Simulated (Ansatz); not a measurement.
# C2H4GaIO: small, medium and large basis sets

An exercise on one series of results from a longer session: the logs are not shown, and one member is left open.

Method: one geometry, several basis sets; program: Ansatz 0.2.0, Gaussian basis.

The runs, in order: PBE0-D4/def2-SVP; ωB97M-V/def2-SVP; PBE0-D4/def2-QZVPP; ωB97M-V/def2-QZVPP; the functionals' def2-TZVPP values are taken from earlier runs.

## Structure used throughout

All runs share one geometry, relaxed beforehand with PBE0-D4 in a triple-zeta def2 set. I takes the def2 core potential; no spin-orbit term is included.

SMILES `[I][Ga]1[CH2]C[O]1`, 9 atoms, charge 0, spin multiplicity 1.

Atoms are counted from 1 here; the program's logs count them from 0.

Bond lengths: I1–Ga2 2.458 Å, Ga2–C3 1.977 Å, Ga2–O5 1.819 Å, C3–C4 1.540 Å, C3–H6 1.090 Å, C3–H7 1.090 Å, C4–O5 1.434 Å, C4–H8 1.096 Å, C4–H9 1.096 Å. Angles: I1–Ga2–C3 153.2°, I1–Ga2–O5 129.0°, C3–Ga2–O5 77.8°, Ga2–C3–C4 83.3°, Ga2–C3–H6 115.7°, Ga2–C3–H7 115.6°, C4–C3–H6 115.4°, C4–C3–H7 115.4°, H6–C3–H7 109.6°, C3–C4–O5 106.7°, C3–C4–H8 111.4°, C3–C4–H9 111.4°, O5–C4–H8 109.5°, O5–C4–H9 109.5°, H8–C4–H9 108.3°, Ga2–O5–C4 92.2°.

As a file:

```mol
C2H4GaIO
  3D, bonds by distance, orders not assigned

  9  9  0  0  0  0  0  0  0  0999 V2000
   -1.8242   -0.5287   -3.3517 I   0  0
   -0.6742   -0.2095   -1.2030 Ga  0  0
    0.6649    0.6488   -0.0280 C   0  0
    0.0772   -0.3020    1.0320 C   0  0
   -0.9534   -1.0574    0.3821 O   0  0
    0.5146    1.7111    0.1621 H   0  0
    1.7070    0.4684   -0.2908 H   0  0
   -0.3514    0.2536    1.8734 H   0  0
    0.8395   -0.9843    1.4239 H   0  0
  1  2  8  0
  2  3  8  0
  3  4  8  0
  4  5  8  0
  3  6  8  0
  3  7  8  0
  4  8  8  0
  4  9  8  0
  2  5  8  0
M  END
```

The first run:

File in.yaml:

```yaml
crystal:
  periodic: [false, false, false]
  atoms:
    - {symbol: I, position_ang: [-1.824163, -0.528675, -3.351744]}
    - {symbol: Ga, position_ang: [-0.674205, -0.209537, -1.202999]}
    - {symbol: C, position_ang: [0.664933, 0.648754, -0.028038]}
    - {symbol: C, position_ang: [0.077155, -0.301979, 1.031964]}
    - {symbol: O, position_ang: [-0.953360, -1.057357, 0.382063]}
    - {symbol: H, position_ang: [0.514602, 1.711122, 0.162142]}
    - {symbol: H, position_ang: [1.706992, 0.468406, -0.290760]}
    - {symbol: H, position_ang: [-0.351447, 0.253603, 1.873422]}
    - {symbol: H, position_ang: [0.839495, -0.984327, 1.423940]}
basis:
  gaussian: {orbitals: def2-SVP}
hamiltonian: {xc: pbe0, dispersion: d4}
output: {orbitals: {seedname: orbitals}}
```

Command:

```
$ ansatz run in.yaml --threads 4 --pin off --events-out ev --progress --plain --max-ram 10444MiB
```

Among the steps run: PBE0-D4 in def2-SVP; ωB97M-V in def2-SVP; PBE0-D4 in def2-QZVPP; ωB97M-V in def2-QZVPP.

One table of the session follows, with a row left open; its other results are not shown here.

It belongs to the step «Functionals by basis». 

| functional | basis | HOMO (eV) |
| --- | --- | --- |
| PBE0-D4 | def2-SVP | -7.56 |
| PBE0-D4 | def2-TZVPP | -7.64 |
| PBE0-D4 | def2-QZVPP | -7.67 |
| ωB97M-V | def2-SVP | ? |
| ωB97M-V | def2-TZVPP | -9.81 |
| ωB97M-V | def2-QZVPP | -9.83 |

Estimate the missing values for ωB97M-V, def2-SVP.

**Answer.** HOMO (eV): -9.77. In the column «HOMO (eV)» it lies between ωB97M-V, def2-TZVPP (-9.81) and PBE0-D4, def2-QZVPP (-7.67).
